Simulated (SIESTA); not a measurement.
The system is BiTe.

```
Bi Te
1.0
     2.42271    1.39875    3.31729
    -2.42271    1.39875    3.31729
     0.00000   -2.79750    3.31729
Bi Te
1 1
Direct
  0.50000 0.50000 0.50000
  0.00000 0.00000 0.00000
```

The cell comes from a database or a generator and needn't be the stable form of this composition.

Base run:

| Property | Result |
| --- | --- |
| Program | SIESTA 5.4.2 |
| Functional | PBE |
| Potentials or basis | PseudoDojo 0.4 standard (PBE files) |
| Basis | DZP (energy shift 0.003 Ry; two zetas on semicore shells) |
| Grid cutoff | 500 Ry |
| Energy shift | 0.003 Ry |
| k mesh | 7 × 7 × 7 |
| Occupations | fermi-dirac, width 0.05 eV |
| Spin | no spin polarisation |

Its results: band gap on the k mesh none (metal or under the smearing width); pressure 1.0 GPa.

Task: The run is repeated on the same cell with these changes: functional from PBE to PBEsol; potentials or basis from PseudoDojo 0.4 standard (PBE files) to PseudoDojo 0.4 standard (PBEsol files). What comes out?

Result: Band gap on the k mesh none (metal or under the smearing width); pressure -1.5 GPa.

Caveats: spin-orbit coupling is left out, which moves the levels of the heavy elements; the basis of atomic orbitals isn't converged, which shifts pressures, moduli and gaps.

Not every run made on this cell is shown here.
